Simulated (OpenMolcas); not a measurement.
**Ir⁴⁺ with 6 ligands (chloride): CASSCF and CASPT2 levels and susceptibility**

Which state of Ir⁴⁺ lies lowest among these ligands, how large is the field, and what χT follows?

The numbers are computed with OpenMolcas 26.06 (state-averaged CASSCF and CASPT2, spin-orbit coupling by RASSI with atomic mean-field integrals), except any that are marked as measured or tabulated.

**1. The atom as given**

```
Species                           : Ir⁴⁺ (iridium, Z = 77, 73 electrons)
Basis                             : ANO-RCC-VDZP [7s6p4d2f], 167 functions with the ligands
Scalar Hamiltonian                : DKH2, point nucleus
Inactive shells                   : 1s 2s 2p 3s 3p 3d 4s 4p 4d 4f 5s 5p of the metal, and all ligand shells
Active space                      : 5 electrons in 5 orbitals (5d)
Some configurations of this space : 5d5
Orbitals                          : optimised for each spin and parity, averaged over all roots
```

The outer shells:

5d5
```
5d [↑ ][↑ ][↑ ][↑ ][↑ ]
```

Ir⁴⁺ is taken with 6 ligands (chloride) in octahedron coordination (Oh) at 2.38 Å. A charge of +0.333 e stands 3.2 Å behind each ligand. Ligand basis ANO-RCC-VDZP. The distances are assumed, not relaxed.

```xyz
7

Ir    0.0000    0.0000    0.0000
Cl    2.3800    0.0000    0.0000
Cl    0.0000    2.3800    0.0000
Cl   -2.3800    0.0000    0.0000
Cl    0.0000   -2.3800    0.0000
Cl    0.0000    0.0000    2.3800
Cl    0.0000    0.0000   -2.3800
```

Each step is its own input file, run in one work folder so that later steps find the files of earlier ones. Labels, J, g values, rates, χT and fits are worked out afterwards by a script from the matrices that RASSI stores. The input lists half of the charges; inversion (Group=XYZ) makes the rest.

**2. GATEWAY and SEWARD: basis and integrals**

File a.inp:

```
&GATEWAY
Coord
7

Ir 0.0 0.0 0.0
Cl 2.380000 0.000000 0.000000
Cl 0.000000 2.380000 0.000000
Cl -2.380000 0.000000 0.000000
Cl 0.000000 -2.380000 0.000000
Cl 0.000000 0.000000 2.380000
Cl 0.000000 0.000000 -2.380000
Basis=Ir.ANO-RCC-VDZP,Cl.ANO-RCC-VDZP
Group=XYZ
NoMove
AngMom=0.0 0.0 0.0
AMFI
RICD
XField
3 Angstrom 0
5.580000 0.000000 0.000000 0.333333
0.000000 5.580000 0.000000 0.333333
0.000000 0.000000 5.580000 0.333333
&SEWARD
```

On the command line:

```
$ OMP_NUM_THREADS=1 MOLCAS_MEM=2457 MOLCAS_PROJECT=a pymolcas a.inp > a.log
```

**3. CASSCF: sextets of even parity, 1 root**

File a.inp:

```
&RASSCF
FileOrb=start.orb
Symmetry=1
Spin=6
nActEl=5 0 0
Inactive=42 46
Ras2=5 0
CIRoot=1 1 1
SDav=1
CIMx=300
Iter=150 100
PrWF=0.3
OrbListing=Nothing
MaxOrb=0
LevShft=1.0
>>> COPY $Project.JobIph JOB001
```

start.orb holds start orbitals that the driver prepared beforehand, or those of the step before.

**4. Reference wave functions, quartets of even parity, 24 roots**

File a.inp:

```
&RASSCF
FileOrb=start.orb
Symmetry=1
Spin=4
nActEl=5 0 0
Inactive=42 46
Ras2=5 0
CIRoot=24 24 1
SDav=24
CIMx=300
Iter=150 100
PrWF=0.3
OrbListing=Nothing
MaxOrb=0
LevShft=1.0
>>> COPY $Project.JobIph JOB002
```

**5. CASSCF: doublets of even parity, 75 roots**

File a.inp:

```
&RASSCF
FileOrb=start.orb
Symmetry=1
Spin=2
nActEl=5 0 0
Inactive=42 46
Ras2=5 0
CIRoot=75 75 1
SDav=75
CIMx=300
Iter=150 100
PrWF=0.3
OrbListing=Nothing
MaxOrb=0
LevShft=1.0
>>> COPY $Project.JobIph JOB003
```

**6. RASSI: spin-orbit coupling between the states**

File a.inp:

```
&RASSI
NrOfJobIphs=3 1 24 75
1
1 2 3 4 5 6 7 8 9 10 11 12 13 14 15 16 17 18 19 20 21 22 23 24
1 2 3 4 5 6 7 8 9 10 11 12 13 14 15 16 17 18 19 20 21 22 23 24 25 26 27
28 29 30 31 32 33 34 35 36 37 38 39 40 41 42 43 44 45 46 47 48 49 50 51
52 53 54 55 56 57 58 59 60 61 62 63 64 65 66 67 68 69 70 71 72 73 74 75
IphNames
JOB001
JOB002
JOB003
EJob
SpinOrbit
DIPRint=1.0
SOCoupling=1000.0
Subsets=2
Property=9
'ANGMOM' 1 'ANGMOM' 2 'ANGMOM' 3 'MLTPL  1' 1 'MLTPL  1' 2 'MLTPL  1' 3
'AMFI' 1 'AMFI' 2 'AMFI' 3
SOProperty=3
'ANGMOM' 1 'ANGMOM' 2 'ANGMOM' 3
```

**7. CASPT2: IPEA 0.25, imaginary shift 0.1 (closed shells correlated: 5s 5p of the metal, with ligand shells; the Frozen line counts the rest)**

File a.inp:

```
>>> COPY JOB001 $Project.JobIph
&CASPT2
Multistate=1 1
Frozen=29 31
IPEA=0.25
Imaginary=0.1
MaxIter=60
WThr=0.0 0.3 0.05
PrWF=0.5
NoMix
>>> COPY JOB002 $Project.JobIph
&CASPT2
Multistate=24 1 2 3 4 5 6 7 8 9 10 11 12 13 14 15 16 17 18 19 20 21 22
23 24
NoMult
Frozen=29 31
IPEA=0.25
Imaginary=0.1
MaxIter=60
WThr=0.0 0.3 0.05
PrWF=0.5
NoMix
>>> COPY JOB003 $Project.JobIph
&CASPT2
Multistate=75 1 2 3 4 5 6 7 8 9 10 11 12 13 14 15 16 17 18 19 20 21 22
23 24 25 26 27 28 29 30 31 32 33 34 35 36 37 38 39 40 41 42 43 44 45 46
47 48 49 50 51 52 53 54 55 56 57 58 59 60 61 62 63 64 65 66 67 68 69 70
71 72 73 74 75
NoMult
Frozen=29 31
IPEA=0.25
Imaginary=0.1
MaxIter=60
WThr=0.0 0.3 0.05
PrWF=0.5
NoMix
```

(Steps that only read results are left out.)

Q: Predict the outcome of this session. Wanted: spin-free ground state; first state of the same spin within the active space; lowest level; next level.

The runs gave:

```
                                            quantity                                                                                                                                          value
                                              method  SS-CASPT2, IPEA 0.25, imaginary shift 0.1 (closed shells correlated: 5s 5p of the metal, with ligand shells; the Frozen line counts the rest)
                              spin-free ground state                                                                                                            doublet, 3-fold in its orbital part
first state of the same spin within the active space                                                                                                                          doublet at 21700 cm⁻¹
                                        lowest level                                                                                                                   2-fold, g = 1.94, 1.94, 1.94
                                          next level                                                                                                                                    6688.7 cm⁻¹
                                         χT at 300 K                                                                                                                                 0.40 cm³ K/mol
                           effective moment at 300 K                                                                                                                                        1.80 μB
```

Cost by method:

```csv
method,time of its own steps,time with the reference
A. CASSCF,93 s,93 s
"B. SS-CASPT2, IPEA 0.25, imaginary shift 0.1, +5s 5p",6.3 min,7.9 min
```

Times are of one thread on a shared host.

The spin-free ground state (doublet) comes to 40 % from free-ion F terms and has less than the highest spin computed. χT at 300 K is 0.40, against 0.38 cm³ K/mol for the spin alone; near agreement at one temperature doesn't show that the orbital moment is quenched. CASPT2 does not keep the components of a term degenerate, and the means are used. With metal d orbitals alone active, the gaps between spin states are rough; where two lie within a few thousand cm-1, their order is open. The bonds are covalent and no ligand orbital is active, so the numbers are rough.
